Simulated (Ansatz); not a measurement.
# MoS2: a point defect seen from the nuclei (P on an S site), part 1 of 2

Wanted: the field gradients around P on an S site in MoS2, cell charge 0, before and after the neighbours move. The cell is a supercell built from an entry of the Crystallography Open Database (COD). Planned: a single point, then a relaxation.

Computed with Ansatz 0.2.0 (DFT, PBE, plane-wave PAW, default files, scalar-relativistic, unless a step's input says otherwise).

### 1 The system as given

The structure is trigonal, space group P3m1 (No. 156). The conventional cell has a = 6.338 Å, b = 6.338 Å, c = 12.324 Å, α = 90.00°, β = 90.00°, γ = 120.00°. Around Mo (site symmetry 3m) lie 6 S at 2.41 Å. Around Mo (site symmetry m) lie 6 S at 2.41 Å. Mo (site symmetry m) has 5 S at 2.41 Å and 1 P at 2.41 Å as nearest neighbours. Around P (site symmetry 3m) lie 3 Mo at 2.41 Å. Around S (site symmetry m) lie 3 Mo at 2.41 Å. S (site symmetry 3m) is surrounded by 3 Mo at 2.41 Å. Only part of the 12 independent sites is listed.

Coordinates:

```
CELL_PARAMETERS angstrom
6.33800 0.00000 0.00000
-3.16900 5.48887 0.00000
0.00000 0.00000 12.32400
ATOMIC_POSITIONS crystal
Mo 0.16667 0.33333 0.25000
Mo 0.16667 0.83333 0.25000
Mo 0.66667 0.33333 0.25000
Mo 0.66667 0.83333 0.25000
Mo 0.33333 0.16667 0.75000
Mo 0.33333 0.66667 0.75000
Mo 0.83333 0.16667 0.75000
Mo 0.83333 0.66667 0.75000
P 0.16667 0.33333 0.62300
S 0.16667 0.83333 0.62300
S 0.66667 0.33333 0.62300
S 0.66667 0.83333 0.62300
S 0.33333 0.16667 0.12300
S 0.33333 0.66667 0.12300
S 0.83333 0.16667 0.12300
S 0.83333 0.66667 0.12300
S 0.16667 0.33333 0.87700
S 0.16667 0.83333 0.87700
S 0.66667 0.33333 0.87700
S 0.66667 0.83333 0.87700
S 0.33333 0.16667 0.37700
S 0.33333 0.66667 0.37700
S 0.83333 0.16667 0.37700
S 0.83333 0.66667 0.37700
```

Atom 9 of the input is the impurity.

### 2 First run, atoms as given

File input.yaml:

```yaml
crystal:
  lattice:
    - [6.338, 0.0, 0.0]
    - [-3.169, 5.4888690092, 0.0]
    - [0.0, 0.0, 12.324]
  atoms:
    - { symbol: Mo, position: [0.1666666666, 0.3333333334, 0.25] }
    - { symbol: Mo, position: [0.1666666666, 0.8333333334, 0.25] }
    - { symbol: Mo, position: [0.6666666666, 0.3333333334, 0.25] }
    - { symbol: Mo, position: [0.6666666666, 0.8333333334, 0.25] }
    - { symbol: Mo, position: [0.3333333334, 0.1666666666, 0.75] }
    - { symbol: Mo, position: [0.3333333334, 0.6666666666, 0.75] }
    - { symbol: Mo, position: [0.8333333334, 0.1666666666, 0.75] }
    - { symbol: Mo, position: [0.8333333334, 0.6666666666, 0.75] }
    - { symbol: P, position: [0.1666666666, 0.3333333334, 0.623], spin: 1.0 }
    - { symbol: S, position: [0.1666666666, 0.8333333334, 0.623] }
    - { symbol: S, position: [0.6666666666, 0.3333333334, 0.623] }
    - { symbol: S, position: [0.6666666666, 0.8333333334, 0.623] }
    - { symbol: S, position: [0.3333333334, 0.1666666666, 0.123] }
    - { symbol: S, position: [0.3333333334, 0.6666666666, 0.123] }
    - { symbol: S, position: [0.8333333334, 0.1666666666, 0.123] }
    - { symbol: S, position: [0.8333333334, 0.6666666666, 0.123] }
    - { symbol: S, position: [0.1666666666, 0.3333333334, 0.877] }
    - { symbol: S, position: [0.1666666666, 0.8333333334, 0.877] }
    - { symbol: S, position: [0.6666666666, 0.3333333334, 0.877] }
    - { symbol: S, position: [0.6666666666, 0.8333333334, 0.877] }
    - { symbol: S, position: [0.3333333334, 0.1666666666, 0.377] }
    - { symbol: S, position: [0.3333333334, 0.6666666666, 0.377] }
    - { symbol: S, position: [0.8333333334, 0.1666666666, 0.377] }
    - { symbol: S, position: [0.8333333334, 0.6666666666, 0.377] }
magnetization:
  spin_polarized: true
kpoints:
  mp_grid: { grid: [4, 4, 2] }
scf:
  occupations: { method: fermi_dirac, width: 0.01 }
hamiltonian:
  xc: pbe
  pseudopotentials: { kind: paw }
output:
  forces: true
  stress: true
  populations: true
  efg:
    quadrupole_moments_barn: { Mo: -0.022, S: -0.0694 }
    contact_densities: true
  write_density: true
  write_potential: true
  elf: true
  volumetric_format: npy
```

Command:

```console
$ ansatz run input.yaml --threads 4 --pin off --max-ram 8192MiB --backend cpu --events-out ev --progress --plain --runs-dir out
```

The log of the run:

```text
Warning: RAYON_NUM_THREADS=4 ignored (pool sized by the plan → 4); use --threads N
Mo: output.efg is read without spin–orbit coupling, which moves field gradients at and beside such atoms by some per cent and up to a factor of two; PAW files take it under magnetization.noncollinear and magnetization.spin_orbit
Engine: ansatz 0.2.0, aarch64-unknown-linux-gnu
Pseudopotentials: kind: paw
Pseudopotential: Mo, paw, valence charge 14, recommended cutoff 420 eV (normal), Mo.paw.azcp
Pseudopotential: P, paw, valence charge 5, recommended cutoff 420 eV (normal), P.paw.azcp
Pseudopotential: S, paw, valence charge 6, recommended cutoff 420 eV (normal), S.paw.azcp
Functional definition: PBE
  parameter kappa = 0.804
  parameter beta = 0.06672455060314922
  exchange = pbe_x(kappa = kappa, mu = beta*pi^2/3)
  correlation = pbe_c(beta = beta)
Crystal: 24 atoms, lattice volume = 428.733 Å³
Basis set: ecut = 420 eV, 8405 PW (Γ), exchange–correlation on 90×90×180 points (8 copies of the dense FFT grid, shifted against one another)
Bands: 128, of which v1, the nominal top of the filled ones, is band 104 counted from 1 (103 counted from 0)
Symmetry: 6 space group operations
Space group: P3m1 (ITA 156), of the structure as read, at distance tolerance 7.5e-5 Å
Magnetic group: BNS 156.49 (UNI 1279), of the structure as read, at distance tolerance 7.5e-5 Å
k-points: 8 of 32 (time reversal used)
Non-local potential: Mo, projectors of the file, l = 0: 3, l = 1: 2, l = 2: 2, l = 3: 1
Non-local potential: P, projectors of the file, l = 0: 2, l = 1: 2, l = 2: 2
Non-local potential: S, projectors of the file, l = 0: 2, l = 1: 2, l = 2: 2
PAW form: soft (Blöchl's): semilocal exchange-correlation on the pseudo side does not see the compensation charge
PAW one-centre angular grid: Mo, 590 points (default); XC on 64 Gauss nodes
PAW one-centre angular grid: P, 110 points (default); XC on 64 Gauss nodes
PAW one-centre angular grid: S, 110 points (default); XC on 64 Gauss nodes
Starting moments: Σ|m| = 1 μB on 1 of 24 sites
Initial wavefunctions: pseudopotential atomic-orbital guess
Functional: x = pbe(κ = 0.804, μ = 0.2195149727645171), c = pbe(β = 0.06672455060314922)
SCF iter   1: F=—  HF=-53963.770181 eV  |F-HF|=—  |Δ(HF+E_count)|=         —  Δρ=4.41e-2 (↑4.35e-2 ↓4.41e-2)  dr2=4.97e1  dr2_m=8.74e-2  M=0.052 μB ∫|m|=0.170 μB  β_m=0.30  ethr=3.10e-3  ⟨swp⟩=6.4  Hψ=8169  notcnv=0  defer=2
Mixer restart at iter 1: flushing history
preconditioner: auto → Resta (q_TF=auto, 2.417 Å⁻¹)  ε∞=7.4  [insulator: Δε(μ)=0.202 eV  Ē_g=8.503 eV  σ=0.010 eV  W_gap=0.70  n_scr=110 (ndim 8)  ℏωp=21.4 eV  f_vac=0.001  D(μ)=4.58/eV (n_scr^D=22)  ε∞_Penn≈7.4]
spin=Collinear: Resta preconditioning applied to the charge; magnetization (m = ρ↑ − ρ↓) channel mixes plain (no charge-response kernel on spin).
SCF iter   2: F=—  HF=-53955.834737 eV  |F-HF|=—  |Δ(HF+E_count)|=    7.94e0  Δρ=2.13e-2 (↑2.08e-2 ↓2.13e-2)  dr2=8.39e0  dr2_m=4.12e-2  M=0.061 μB ∫|m|=0.174 μB  β_m=0.39  ethr=3.10e-3  ⟨swp⟩=3.0  Hψ=4019  notcnv=0  defer=299
[... 10 lines left out ...]
SCF iter  13: F=—  HF=-53954.191243 eV  |F-HF|=—  |Δ(HF+E_count)|=   1.12e-6  Δρ=2.99e-6 (↑2.67e-6 ↓2.99e-6)  dr2=2.55e-7  dr2_m=9.49e-10  M=-0.000 μB ∫|m|=0.000 μB  β_m=0.83  ethr=1.29e-9  ⟨swp⟩=2.0  Hψ=2890  notcnv=0  defer=312
SCF iter  14: F=—  HF=-53954.191244 eV  |F-HF|=—  |Δ(HF+E_count)|=   3.39e-7  Δρ=2.93e-6 (↑2.81e-6 ↓2.93e-6)  dr2=3.36e-7  dr2_m=2.12e-10  M=0.000 μB ∫|m|=0.000 μB  β_m=0.83  ethr=1.23e-10  ⟨swp⟩=2.0  Hψ=3160  notcnv=0  defer=312
SCF iter  15: F=-53954.191244 eV  HF=-53954.191244 eV  |F-HF|=4.69e-8  |Δ(HF+E_count)|=   2.10e-8  Δρ=1.15e-6 (↑1.15e-6 ↓1.01e-6)  dr2=6.09e-8  dr2_m=3.49e-11  M=-0.000 μB ∫|m|=0.000 μB  ethr=4.83e-11  ⟨swp⟩=13.6  Hψ=16165  notcnv=0
SCF 1 converged in 15 iterations: F = -53954.191244 eV  dr2 = 6.09e-8
WARN: the starting moments were not kept: the SCF closed with an absolute magnetisation of 2.0e-5 μB, where they sum to 1 μB in size (1 site). That is at most 0.1 of that sum. Measured as dr2_m measures the in/out step, that magnetisation stands 1.6e-11 eV from none, at or under the dr2_threshold of 1.0e-7 eV: it is no larger than a step whose dr2_m would equal this threshold. The system may hold no moment; this SCF shows only that its start led to no more than that. To try another start: raise the starting moments (crystal.atoms[].spin, magnetization.per_species, magnetization.initial_magnetization, or on a non-collinear deck that types none of these the spinor_matrix: blocks that start its atoms; where the total moment is fixed, keep their sum and leave initial_magnetization as it is; typed ones take the place of any that the run laid by itself, positive ones on a crystal's lanthanoids without a Hubbard term where scf.initial_density.shell_occupations: [] is typed) or, if the notice of its spin-set hold's release reads "site moments contracting" or "site moments show no strong build", lengthen the hold (scf.mixing.spin_hold: { on: { confirm: 4 } }; for m-r²SCAN on two components see the key's manual first). Each may lead to a state that holds a moment. A second SCF, from the converged charge density, with the starting moments and any scf.initial_density.shell_occupations laid on it anew, would have followed, and was not run: the deck does not ask for one (magnetization.retry_lost_moments is false, the default). To let it run, set magnetization.retry_lost_moments: true and run the deck again, where that key's refused combinations let it; where memory then withholds it, that run's warning says so.
SCF converged after 15 iterations
Magnetization: -0.0000 μB (103.5000 up, 103.5000 down)
Absolute magnetization: 0.0000 μB (∫|ρ↑−ρ↓|, with the PAW one-centre terms)
Spin contamination: 0.0000 ħ² per cell (⟨S²⟩ above its minimum at these occupations)
Per-site moments (μB) at R_I (Å): [(3.5875298671621176e-7, 0.9931924662596011), (1.0036691263761126e-7, 0.9931924662596011), (1.0036691276415552e-7, 0.9931924662596011), (1.0036691266456037e-7, 0.9931924662596011), (1.9525470843464806e-6, 0.9931924662596008), (1.9525470843503126e-6, 0.9931924662596009), (1.9525470843425343e-6, 0.9931924662596009), (-1.1906952220898553e-7, 0.9931924662596009), (-3.3083150928974694e-6, 0.9931924662596013), (-2.184915395360911e-7, 0.9931924662596013), (-2.1849153954170268e-7, 0.9931924662596013), (-2.184915395243341e-7, 0.9931924662596013), (-2.082504088258206e-8, 0.9931924662596011), (-2.0825040999591693e-8, 0.9931924662596011), (-2.0825040878187142e-8, 0.9931924662596011), (-9.956612072637328e-9, 0.9931924662596013), (-4.0374205266227655e-7, 0.9931924662596008), (-1.9346323051519302e-7, 0.9931924662596009), (-1.9346323044901344e-7, 0.9931924662596008), (-1.9346323049865171e-7, 0.9931924662596009), (-1.0291807548258555e-7, 0.9931924662596011), (-1.0291807564439912e-7, 0.9931924662596011), (-1.0291807546586541e-7, 0.9931924662596013), (-1.1792807538884583e-7, 0.9931924662596013)]
Free energy (F): -53954.191244 eV
Harris-Foulkes:  -53954.191244 eV  (|F-HF|=4.69e-8)
Internal energy: -53954.189327 eV  (E = F + TS)
E sigma→0 (E₀):  -53954.190285 eV
Entropy (-TS):   -0.001917 eV (-0.080 meV/atom)
Fermi energy:    10.452633 eV
--- Per-component energies (eV) ---
[... 14 lines left out ...]
--- Forces (eV/Å), atoms counted from 1 ---
  atom   1  Mo    -0.00000000    -0.00000000     0.03497946
  atom   2  Mo     0.00568070     0.00327975     0.09060556
  atom   3  Mo    -0.00000000    -0.00655950     0.09060556
  atom   4  Mo    -0.00568070     0.00327975     0.09060556
  atom   5  Mo     0.03157564    -0.01823020    -0.03804827
  atom   6  Mo     0.00000000     0.03646041    -0.03804827
[... 18 lines left out ...]
  max |Σ_I F_I| component: 8.03e-5 eV/Å
--- Stress (GPa, compression-positive) ---
        2.750869       0.000000       0.000000
        0.000000       2.750869       0.000000
        0.000000       0.000000       1.051647
  P = ⅓ Tr σ = 2.1845 GPa (21.845 kbar)
--- PAW observables at the nuclei: V_zz in 10²¹ V/m², potentials from the cell's mean, atoms counted from 1 ---
  atom   1  Mo V_zz =    -7.577459   η = 0.0000   by run symmetry: allowed   C_q = +4.0309 MHz
            electrostatic potential = -6350.915520 V   contact ρ = 595254.500923 e/Å³   contact ρ_s (e/Å³): all electrons +0.000000, valence +0.000001
  atom   2  Mo V_zz =    -7.129642   η = 0.0031   by run symmetry: allowed   C_q = +3.7927 MHz
            electrostatic potential = -6350.900594 V   contact ρ = 595254.505185 e/Å³   contact ρ_s (e/Å³): all electrons -0.000000, valence -0.000000
  atom   3  Mo V_zz =    -7.129642   η = 0.0031   by run symmetry: allowed   C_q = +3.7927 MHz
            electrostatic potential = -6350.900594 V   contact ρ = 595254.505185 e/Å³   contact ρ_s (e/Å³): all electrons +0.000000, valence -0.000000
  atom   4  Mo V_zz =    -7.129642   η = 0.0031   by run symmetry: allowed   C_q = +3.7927 MHz
            electrostatic potential = -6350.900594 V   contact ρ = 595254.505185 e/Å³   contact ρ_s (e/Å³): all electrons -0.000000, valence -0.000000
  atom   5  Mo V_zz =    -7.195567   η = 0.0866   by run symmetry: allowed   C_q = +3.8277 MHz
            electrostatic potential = -6351.444021 V   contact ρ = 595254.526854 e/Å³   contact ρ_s (e/Å³): all electrons -0.000006, valence -0.000003
  atom   6  Mo V_zz =    -7.195567   η = 0.0866   by run symmetry: allowed   C_q = +3.8277 MHz
            electrostatic potential = -6351.444021 V   contact ρ = 595254.526858 e/Å³   contact ρ_s (e/Å³): all electrons -0.000007, valence -0.000003
  atom   7  Mo V_zz =    -7.195567   η = 0.0866   by run symmetry: allowed   C_q = +3.8277 MHz
            electrostatic potential = -6351.444021 V   contact ρ = 595254.526854 e/Å³   contact ρ_s (e/Å³): all electrons -0.000006, valence -0.000003
  atom   8  Mo V_zz =    -6.399837   η = 0.0000   by run symmetry: allowed   C_q = +3.4044 MHz
            electrostatic potential = -6351.236944 V   contact ρ = 595254.098242 e/Å³   contact ρ_s (e/Å³): all electrons -0.000000, valence +0.000000
  atom   9  P  V_zz =    -2.127433   η = 0.0000   by run symmetry: allowed
            electrostatic potential = -1498.396509 V   contact ρ = 16026.085599 e/Å³   contact ρ_s (e/Å³): all electrons -0.000010, valence -0.000008
  atom  10  S  V_zz =    -4.515146   η = 0.2116   by run symmetry: allowed   C_q = +7.5768 MHz
            electrostatic potential = -1636.771218 V   contact ρ = 19771.204093 e/Å³   contact ρ_s (e/Å³): all electrons -0.000000, valence -0.000001
  atom  11  S  V_zz =    -4.515146   η = 0.2116   by run symmetry: allowed   C_q = +7.5768 MHz
            electrostatic potential = -1636.771218 V   contact ρ = 19771.204093 e/Å³   contact ρ_s (e/Å³): all electrons -0.000001, valence -0.000001
  atom  12  S  V_zz =    -4.515146   η = 0.2116   by run symmetry: allowed   C_q = +7.5768 MHz
            electrostatic potential = -1636.771218 V   contact ρ = 19771.204093 e/Å³   contact ρ_s (e/Å³): all electrons -0.000000, valence -0.000001
  atom  13  S  V_zz =    -5.124919   η = 0.0098   by run symmetry: allowed   C_q = +8.6000 MHz
            electrostatic potential = -1636.482136 V   contact ρ = 19771.674996 e/Å³   contact ρ_s (e/Å³): all electrons +0.000000, valence +0.000000
  atom  14  S  V_zz =    -5.124919   η = 0.0098   by run symmetry: allowed   C_q = +8.6000 MHz
            electrostatic potential = -1636.482136 V   contact ρ = 19771.674996 e/Å³   contact ρ_s (e/Å³): all electrons +0.000000, valence +0.000000
  atom  15  S  V_zz =    -5.124919   η = 0.0098   by run symmetry: allowed   C_q = +8.6000 MHz
            electrostatic potential = -1636.482136 V   contact ρ = 19771.674996 e/Å³   contact ρ_s (e/Å³): all electrons +0.000000, valence +0.000000
  atom  16  S  V_zz =    -5.162840   η = 0.0000   by run symmetry: allowed   C_q = +8.6637 MHz
            electrostatic potential = -1636.482261 V   contact ρ = 19771.684265 e/Å³   contact ρ_s (e/Å³): all electrons +0.000000, valence +0.000000
  atom  17  S  V_zz =    -4.918135   η = 0.0000   by run symmetry: allowed   C_q = +8.2530 MHz
            electrostatic potential = -1636.830270 V   contact ρ = 19771.139954 e/Å³   contact ρ_s (e/Å³): all electrons -0.000001, valence -0.000001
  atom  18  S  V_zz =    -4.526206   η = 0.0943   by run symmetry: allowed   C_q = +7.5954 MHz
            electrostatic potential = -1636.889391 V   contact ρ = 19770.969732 e/Å³   contact ρ_s (e/Å³): all electrons -0.000001, valence -0.000001
  atom  19  S  V_zz =    -4.526206   η = 0.0943   by run symmetry: allowed   C_q = +7.5954 MHz
            electrostatic potential = -1636.889391 V   contact ρ = 19770.969732 e/Å³   contact ρ_s (e/Å³): all electrons -0.000001, valence -0.000001
  atom  20  S  V_zz =    -4.526206   η = 0.0943   by run symmetry: allowed   C_q = +7.5954 MHz
            electrostatic potential = -1636.889391 V   contact ρ = 19770.969732 e/Å³   contact ρ_s (e/Å³): all electrons -0.000001, valence -0.000001
  atom  21  S  V_zz =    -4.463182   η = 0.0010   by run symmetry: allowed   C_q = +7.4896 MHz
            electrostatic potential = -1636.418250 V   contact ρ = 19771.689352 e/Å³   contact ρ_s (e/Å³): all electrons -0.000001, valence -0.000001
  atom  22  S  V_zz =    -4.463182   η = 0.0010   by run symmetry: allowed   C_q = +7.4896 MHz
            electrostatic potential = -1636.418250 V   contact ρ = 19771.689352 e/Å³   contact ρ_s (e/Å³): all electrons -0.000002, valence -0.000001
  atom  23  S  V_zz =    -4.463182   η = 0.0010   by run symmetry: allowed   C_q = +7.4896 MHz
            electrostatic potential = -1636.418250 V   contact ρ = 19771.689352 e/Å³   contact ρ_s (e/Å³): all electrons -0.000001, valence -0.000001
  atom  24  S  V_zz =    -4.484697   η = 0.0000   by run symmetry: allowed   C_q = +7.5257 MHz
            electrostatic potential = -1636.422236 V   contact ρ = 19771.635416 e/Å³   contact ρ_s (e/Å³): all electrons -0.000000, valence -0.000000
--- Band table (eV; the first three rows and the last of 16) ---
[... 4 lines left out ...]
--- Löwdin populations: 24 sites ---
  site symbol       q [e]    m [muB]
[... 24 lines left out ...]
  spilling = 0.007686 (of n_electrons = 207.000000)
```

Wall time 39 s (4 threads of Arm Neoverse V2, shared host); peak memory 1.7 GiB.

The run ends with no gap over 0.1 eV on the mesh, largest force 0.231 eV/Å, pressure 2.2 GPa.

Like atoms gathered into sites: 11 of 12, those nearest the defect, the farthest of each element and the two largest gradients.

| site | atoms | distance from the defect (Å) | V_zz (10²¹ V/m²) | η | C_Q (MHz) |
| --- | --- | --- | --- | --- | --- |
| P | 9 | 0.00 | -2.13 | 0.00 | – |
| Mo5 | 5, 6, 7 | 2.41 | -7.20 | 0.09 | 3.83 (⁹⁵Mo) |
| S17 | 17 | 3.13 | -4.92 | 0.00 | 8.25 (³³S) |
| S10 | 10, 11, 12 | 3.17 | -4.52 | 0.21 | 7.58 (³³S) |
| S21 | 21, 22, 23 | 3.54 | -4.46 | 0.00 | 7.49 (³³S) |
| Mo8 | 8 | 3.98 | -6.40 | 0.00 | 3.40 (⁹⁵Mo) |
| S18 | 18, 19, 20 | 4.45 | -4.53 | 0.09 | 7.60 (³³S) |
| Mo1 | 1 | 4.60 | -7.58 | 0.00 | 4.03 (⁹⁵Mo) |
| S24 | 24 | 4.75 | -4.48 | 0.00 | 7.53 (³³S) |
| Mo2 | 2, 3, 4 | 5.58 | -7.13 | 0.00 | 3.79 (⁹⁵Mo) |
| S16 | 16 | 7.17 | -5.16 | 0.00 | 8.66 (³³S) |

Conventions: |V_zz| ≥ |V_yy| ≥ |V_xx|, η = (V_xx − V_yy)/V_zz, C_Q = eQV_zz/h. Quadrupole moments are those of Pyykkö's year-2017 table. A dash under C_Q marks elements without a common quadrupolar isotope.

Direction of the V_zz axis (Cartesian unit vector):

| site | atom | x | y | z |
| --- | --- | --- | --- | --- |
| Mo1 | 1 | 0.00 | 0.00 | 1.00 |
| Mo2 | 2 | 0.00 | 0.00 | 1.00 |
| Mo5 | 5 | 0.24 | -0.14 | 0.96 |
| Mo8 | 8 | 0.00 | 0.00 | 1.00 |
| P | 9 | 0.00 | 0.00 | 1.00 |
| S10 | 10 | -0.02 | -0.01 | 1.00 |
| S13 | 13 | 0.00 | 0.00 | 1.00 |
| S16 | 16 | 0.00 | 0.00 | 1.00 |
| S17 | 17 | 0.00 | 0.00 | 1.00 |
| S18 | 18 | -0.09 | -0.05 | 0.99 |

Density in a lattice plane of the grid's cell (edges 6.34 and 12.32 Å, at 0.333 of the third edge), which holds Mo and P and S.

Ten even steps from '0' (0.04 e/Å³) to '9' (6.48 e/Å³):
```
000000000000
011100011100
011100011100
000000000000
000001000001
000000000000
010100011100
000000011100
000000000000
000000000000
000000000000
000000000000
000000000000
025200025200
069600069600
025200025200
000000000000
000000000000
000000000000
000000000000
```
Columns run along the first of these edges and rows up along the second, over one cell in 12 and 20 even steps from the bottom left corner. Atoms in the plane (fractional): Mo at (0.17, 0.25), Mo at (0.67, 0.25), P at (0.17, 0.62), S at (0.67, 0.62), S at (0.17, 0.88), S at (0.67, 0.88).

ELF in the same plane.

Ten even steps from '0' (0.02) to '9' (0.95):
```
499940499940
783871783871
772861772761
266621266621
222224211124
366631266621
760672672762
760671783861
599950499940
024200013100
400046400046
720278720278
721267721267
247424247424
273722273722
247424247424
721267721267
720278720278
400046400046
013100013100
```
Columns run along the first of these edges and rows up along the second, over one cell in 12 and 20 even steps from the bottom left corner. Atoms in the plane (fractional): Mo at (0.17, 0.25), Mo at (0.67, 0.25), P at (0.17, 0.62), S at (0.67, 0.62), S at (0.17, 0.88), S at (0.67, 0.88).

Both are smooth fields of the valence electrons: close to the nuclei they are not physical.

The highest ELF values outside the cores: 0.95 beside S, off the lines to its neighbours, 0.9 Å from S; 0.95 beside P, off the lines to its neighbours, 0.9 Å from P; 0.87 on the S–Mo line, 0.8 Å from S.

(Continued in part 2 of 2.)
